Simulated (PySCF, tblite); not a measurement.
# C7H10Si: geometry, infrared bands and NMR shifts

What infrared bands and NMR shifts should C7H10Si (`C#CC(C)(C#C)[SiH2]C`) show?

Programs: tblite 0.8.0 and PySCF 2.14.0, with density-fitted response routines of our own. Each step states its level of theory. These are calculated values for one molecule in the gas phase, unless marked as measured. Atoms are numbered from 0 throughout.

**1. Starting geometry**

18 atoms, charge 0, multiplicity 1; geometry from: force field or distance geometry start.

Bonds of the start (Å): C0–C1 1.19, C1–C2 1.50, C2–C3 1.53, C2–C4 1.48, C4–C5 1.20, C2–Si6 1.97, Si6–C7 1.85, C0–H8 1.06, C3–H9 1.09, C3–H10 1.09, C3–H11 1.11, C5–H12 1.06, Si6–H13 1.49, Si6–H14 1.50, C7–H15 1.09, C7–H16 1.09, C7–H17 1.10.

**2. Relaxing the molecule with GFN2-xTB**

What the job is given:

```
{"job": {"kind": "relax", "xc": "GFN2-xTB", "basis": "xTB"}, "charge": 0, "multiplicity": 1}
C      0.692800     2.038100    -1.794600
C      0.652500     1.203600    -0.946100
C      0.649800     0.150600     0.126500
C      1.594900     0.591800     1.250700
C      1.094400    -1.159000    -0.405400
C      1.469900    -2.211700    -0.851600
Si    -1.191900    -0.031400     0.804300
C     -2.355000    -0.545900    -0.532600
H      0.717300     2.781800    -2.555300
H      2.620200     0.692900     0.896500
H      1.299900     1.546600     1.692100
H      1.615500    -0.156000     2.073500
H      1.809600    -3.141500    -1.229300
H     -1.203100    -1.041800     1.902800
H     -1.638700     1.269600     1.396000
H     -2.388000     0.187600    -1.332900
H     -2.068200    -1.509800    -0.964300
H     -3.380500    -0.659200    -0.148900
```

Command:

```
OMP_NUM_THREADS=1 python probes_run.py task.json out
```

This one command runs all jobs of the session in turn.

Standard output:

```text
step      E/eV     max force
  0    -589.27704    2.289
  1    -589.28005    4.552
  2    -589.36705    0.586
  3    -589.38441    0.496
  4    -589.40802    0.813
  5    -589.40625    1.837
  6    -589.42450    0.202
  7    -589.42710    0.141
  8    -589.43022    0.157
  9    -589.43213    0.114
 10    -589.43475    0.105
 11    -589.43627    0.089
 12    -589.43720    0.068
 13    -589.43774    0.064
 14    -589.43813    0.045
 15    -589.43838    0.034
 16    -589.43857    0.033
 17    -589.43875    0.041
 18    -589.43893    0.039
 19    -589.43907    0.025
 20    -589.43918    0.025
 21    -589.43930    0.034
 22    -589.43947    0.050
 23    -589.43968    0.053
 24    -589.43989    0.043
 25    -589.44009    0.033
 26    -589.44030    0.034
 27    -589.44055    0.045
 28    -589.44086    0.047
 29    -589.44122    0.046
 30    -589.44158    0.044
 31    -589.44187    0.047
 32    -589.44206    0.039
 33    -589.44218    0.025
 34    -589.44225    0.020
 35    -589.44229    0.013
 36    -589.44233    0.015
 37    -589.44237    0.020
 38    -589.44243    0.022
 39    -589.44250    0.022
 40    -589.44257    0.017
 41    -589.44262    0.024
 42    -589.44268    0.027
 43    -589.44272    0.024
 44    -589.44276    0.014
 45    -589.44278    0.010
```

Wall time 0.53 s (1 thread of Arm Neoverse N1, shared host); peak memory 0.18 GiB.

Step by step: (not every step is listed) (the energy doesn't fall at every step)

| step | energy from step 0 (eV) | largest force (eV/Å) |
| --- | --- | --- |
| 0 | 0.0000 | 2.2893 |
| 1 | -0.0030 | 4.5521 |
| 2 | -0.0900 | 0.5860 |
| 3 | -0.1074 | 0.4958 |
| 4 | -0.1310 | 0.8131 |
| 5 | -0.1292 | 1.8373 |
| 6 | -0.1475 | 0.2016 |
| 7 | -0.1501 | 0.1410 |
| 8 | -0.1532 | 0.1572 |
| 11 | -0.1592 | 0.0889 |
| 14 | -0.1611 | 0.0448 |
| 17 | -0.1617 | 0.0410 |
| 20 | -0.1621 | 0.0250 |
| 23 | -0.1626 | 0.0533 |
| 26 | -0.1633 | 0.0341 |
| 29 | -0.1642 | 0.0456 |
| 32 | -0.1650 | 0.0386 |
| 35 | -0.1652 | 0.0130 |
| 38 | -0.1654 | 0.0220 |
| 40 | -0.1655 | 0.0175 |
| 41 | -0.1656 | 0.0237 |
| 42 | -0.1656 | 0.0269 |
| 43 | -0.1657 | 0.0238 |
| 44 | -0.1657 | 0.0143 |
| 45 | -0.1657 | 0.0100 |

Close pairs (by a distance rule), those that changed most:

| bond | before (Å) | after (Å) | change (Å) |
| --- | --- | --- | --- |
| C1–C2 | 1.503 | 1.451 | -0.052 |
| Si6–C7 | 1.845 | 1.892 | +0.047 |
| C2–Si6 | 1.971 | 1.936 | -0.034 |
| C2–C4 | 1.482 | 1.451 | -0.031 |
| Si6–H14 | 1.497 | 1.469 | -0.029 |
| C3–H11 | 1.112 | 1.088 | -0.024 |
| Si6–H13 | 1.493 | 1.469 | -0.024 |
| C7–H17 | 1.101 | 1.085 | -0.016 |

The end geometry stands in the next job.

**3. Infrared spectrum with GFN2-xTB**

What the job is given:

```
{"job": {"kind": "ir", "xc": "GFN2-xTB", "basis": "xTB"}, "charge": 0, "multiplicity": 1}
C      0.633838     1.960668    -1.775543
C      0.635169     1.149096    -0.895106
C      0.631312     0.162327     0.168156
C      1.597580     0.589828     1.279903
C      1.053189    -1.108014    -0.390887
C      1.396197    -2.156108    -0.857481
Si    -1.172558    -0.019395     0.848409
C     -2.309418    -0.546809    -0.569038
H      0.645101     2.672450    -2.545994
H      2.609819     0.690082     0.888908
H      1.289990     1.546585     1.696806
H      1.604594    -0.151625     2.076098
H      1.708925    -3.070901    -1.264487
H     -1.136124    -1.030837     1.912464
H     -1.565739     1.285767     1.394908
H     -2.308190     0.189710    -1.367493
H     -1.991202    -1.493883    -0.995395
H     -3.331243    -0.662625    -0.222548
```

Standard output:

```text
mode    cm-1     km/mol
  1      48.4      0.07
  2      95.3      0.03
  3     104.9      0.01
  4     111.3      0.01
  5     128.4      0.30
  6     174.9      0.99
  7     191.9      0.32
  8     210.4      0.02
  9     256.0      2.84
 10     328.9      0.06
 11     406.7      0.00
 12     410.4      5.75
 13     463.2     51.44
 14     478.3      1.65
 15     558.5     23.37
 16     581.3      3.06
 17     632.9      2.41
 18     652.9     89.33
 19     653.0     16.37
 20     674.0     41.65
 21     684.8     82.25
 22     760.6     81.34
 23     779.3    215.50
 24     827.1     74.49
 25     841.7    209.94
 26     886.4     36.04
 27     958.2     23.53
 28    1101.2      0.53
 29    1123.9      3.78
 30    1179.5      2.82
 31    1369.3     12.68
 32    1406.0      0.48
 33    1478.2      0.64
 34    1480.3      0.29
 35    1492.7      1.26
 36    1500.2      4.48
 37    2221.2    467.59
 38    2230.2    190.97
 39    2272.9     34.34
 40    2280.8     13.57
 41    3012.0     34.52
 42    3028.1     38.25
 43    3033.0     25.90
 44    3039.0     24.30
 45    3040.3     14.21
 46    3049.8     27.89
 47    3393.4      1.58
 48    3393.8      1.25
```

It took 1.1 s on 1 thread of Arm Neoverse N1, shared host; peak memory 0.18 GiB.

The strongest bands and the atoms that carry them (share of the mass-weighted mode):

| cm⁻¹ | km/mol | atoms |
| --- | --- | --- |
| 653 | 89.3 | H12 29 %, H8 27 % |
| 685 | 82.2 | H13 31 %, H14 31 % |
| 761 | 81.3 | H14 34 %, H13 34 %, C7 15 % |
| 779 | 215.5 | Si6 34 %, C7 28 %, H14 14 %, H13 14 % |
| 827 | 74.5 | H15 35 %, H16 34 %, C7 17 % |
| 842 | 209.9 | H17 39 %, C7 15 %, H16 12 %, H15 11 % |
| 2221 | 467.6 | H14 50 %, H13 46 % |
| 2230 | 191.0 | H13 51 %, H14 47 % |

**4. Shielding tensors: PBE0/pcSseg-1**

Same as in step 3 but for these lines:

```diff
@@ -1,2 +1,2 @@
-{"job": {"kind": "ir", "xc": "GFN2-xTB", "basis": "xTB"}, "charge": 0, "multiplicity": 1}
+{"job": {"kind": "nmr", "xc": "PBE0", "basis": "pcSseg-1"}, "charge": 0, "multiplicity": 1}
 C      0.633838     1.960668    -1.775543
```

Level: GIAO PBE0/pcSseg-1 NMR shielding, non-relativistic, gas phase.

Standard output:

```text
coarse grid: 15432 points
cycle   1  E = -561.4895401633  dE =  8.967e-01  |g| = 5.322e-01  |ddm| = 4.022e+00
cycle   2  E = -561.4908843118  dE = -1.344e-03  |g| = 5.246e-01  |ddm| = 1.156e+00
cycle   3  E = -561.5587089725  dE = -6.782e-02  |g| = 1.072e-01  |ddm| = 5.624e-01
cycle   4  E = -561.5605695611  dE = -1.861e-03  |g| = 6.855e-02  |ddm| = 1.406e-01
cycle   5  E = -561.5616960701  dE = -1.127e-03  |g| = 1.236e-02  |ddm| = 5.569e-02
cycle   6  E = -561.5617326798  dE = -3.661e-05  |g| = 2.531e-03  |ddm| = 1.567e-02
cycle   7  E = -561.5617342589  dE = -1.579e-06  |g| = 5.780e-04  |ddm| = 3.284e-03
final grid: 144104 points
cycle   8  E = -561.6118774799  dE = -3.735e-05  |g| = 7.377e-03  |ddm| = 6.404e-02
cycle   9  E = -561.6118699974  dE =  7.483e-06  |g| = 9.161e-03  |ddm| = 1.605e-02
cycle  10  E = -561.6118897027  dE = -1.971e-05  |g| = 3.047e-03  |ddm| = 9.287e-03
cycle  11  E = -561.6118919241  dE = -2.221e-06  |g| = 3.314e-04  |ddm| = 2.248e-03
cycle  12  E = -561.6118919496  dE = -2.554e-08  |g| = 9.359e-05  |ddm| = 3.939e-04
cycle  13  E = -561.6118919519  dE = -2.253e-09  |g| = 2.057e-05  |ddm| = 1.272e-04
cycle  14  E = -561.6118919520  dE = -5.457e-11  |g| = 1.414e-05  |ddm| = 3.117e-05
converged SCF energy = -561.6118919520

GIAO shielding tensors (ppm)
atom      isotropic    diamagn.    paramagn.     s11        s22        s33       span
  0 C      110.060     258.194    -148.135     42.897     46.377    240.905    198.008
  1 C       96.522     265.002    -168.480     -6.233     -2.330    298.129    304.361
  2 C      172.235     232.241     -60.006    162.797    170.050    183.859     21.061
  3 C      159.411     242.656     -83.245    142.210    150.445    185.577     43.367
  4 C       96.531     265.004    -168.473     -6.206     -2.321    298.119    304.326
  5 C      110.044     258.195    -148.151     42.860     46.350    240.924    198.063
  6 Si     372.131     878.523    -506.392    330.952    368.035    417.406     86.454
  7 C      195.172     252.509     -57.338    190.324    194.181    201.010     10.686
  8 H       29.965      34.632      -4.667     24.660     25.091     40.143     15.483
  9 H       29.675      27.477       2.198     25.847     27.604     35.573      9.726
 10 H       30.271      28.203       2.068     26.187     28.110     36.514     10.327
 11 H       30.271      28.208       2.064     26.188     28.110     36.516     10.328
 12 H       29.965      34.635      -4.670     24.660     25.091     40.145     15.485
 13 H       27.479      29.005      -1.525     23.976     26.102     32.360      8.384
 14 H       27.478      29.000      -1.523     23.977     26.098     32.357      8.380
 15 H       31.000      30.668       0.332     25.800     29.721     37.480     11.680
 16 H       30.998      30.695       0.303     25.791     29.735     37.470     11.679
 17 H       31.646      27.936       3.710     26.887     27.755     40.296     13.409
```

Wall time 52 s (1 thread of Arm Neoverse N1, shared host); peak memory 0.9 GiB.

The references, computed at this level on geometries of the same kind, shield at (ppm): ¹H TMS 31.72, ¹³C TMS 186.9, ²⁹Si TMS 349.2. Their shielding less the atom's gives the shift. The references are single molecules in the gas phase. Atoms listed in one row are averaged.

| atoms | environment | σ (ppm) | δ (ppm) | δ scaled to CDCl3 |
| --- | --- | --- | --- | --- |
| C1, C4 | alkyne carbon | 96.5 | 90.4 | 86.3 |
| C0, C5 | terminal alkyne carbon | 110.1 | 76.9 | 73.1 |
| C3 | methyl carbon | 159.4 | 27.5 | 24.9 |
| C2 | propargylic fully substituted sp3 carbon bonded to Si | 172.2 | 14.7 | 12.4 |
| C7 | methyl carbon bonded to Si | 195.2 | -8.2 | -10.0 |
| H13, H14 | hydrogen on a silicon bonded to 2 C | 27.48 | 4.24 | – |
| H8, H12 | hydrogen on a terminal alkyne carbon | 29.96 | 1.75 | 1.76 |
| H9, H10, H11 | hydrogen on a methyl carbon | 30.07 | 1.64 | 1.66 |
| H15, H16, H17 | hydrogen on a methyl carbon bonded to Si | 31.21 | 0.50 | 0.58 |
| Si6 | silicon bonded to 2 C, 2 H | 372.1 | -23.0 | – |

The scaled column applies a straight-line fit of computed shieldings to shifts measured in CDCl3 (root-mean-square error 0.16 ppm for H, 1.9 ppm for C).

The run also stored atomic charges by several schemes (e):

| atoms | Mulliken | IAO | Hirshfeld | ESP fit |
| --- | --- | --- | --- | --- |
| C0, C5 | -0.42 | -0.25 | -0.12 | -0.47 |
| C1, C4 | 0.46 | -0.02 | -0.03 | 0.07 |
| C2 | -0.81 | -0.23 | -0.04 | 0.04 |
| C3 | -0.13 | -0.40 | -0.11 | -0.61 |
| Si6 | 0.72 | 0.80 | 0.36 | 0.59 |
| C7 | -0.62 | -0.71 | -0.21 | -0.64 |

Mayer bond orders: C0–C1 2.52, C1–C2 0.89, C2–C3 1.05, C2–C4 0.89, C4–C5 2.52, C2–Si6 0.80, Si6–C7 0.98.

**5. Results**

```
                                                               quantity                             value
                              strongest single infrared mode (GFN2-xTB)             2221 cm⁻¹, 468 km/mol
                                           zero-point energy (GFN2-xTB)                     84.4 kcal/mol
¹³C shifts against TMS (PBE0/pcSseg-1, means over atoms taken as alike)  90.4, 76.9, 27.5, 14.7, -8.2 ppm
 ¹H shifts against TMS (PBE0/pcSseg-1, means over atoms taken as alike)        4.24, 1.75, 1.64, 0.50 ppm
                                ²⁹Si shifts against TMS (PBE0/pcSseg-1)                         -23.0 ppm
```

What this shows: Over 45 steps the energy fell by 0.166 eV; of the close pairs, C1–C2 changed most, 1.503 to 1.451 Å. No mode is imaginary among the 48: a minimum at this level. The strongest single mode, at 2221 cm⁻¹, moves mainly H14 and H13. GFN2-xTB is a fitted tight-binding method: band positions and strengths are rough. Its intensities can rank the bands wrongly. At PBE0/pcSseg-1: The largest span, 304 ppm, is at C1, C4, where the paramagnetic term is -168 ppm.
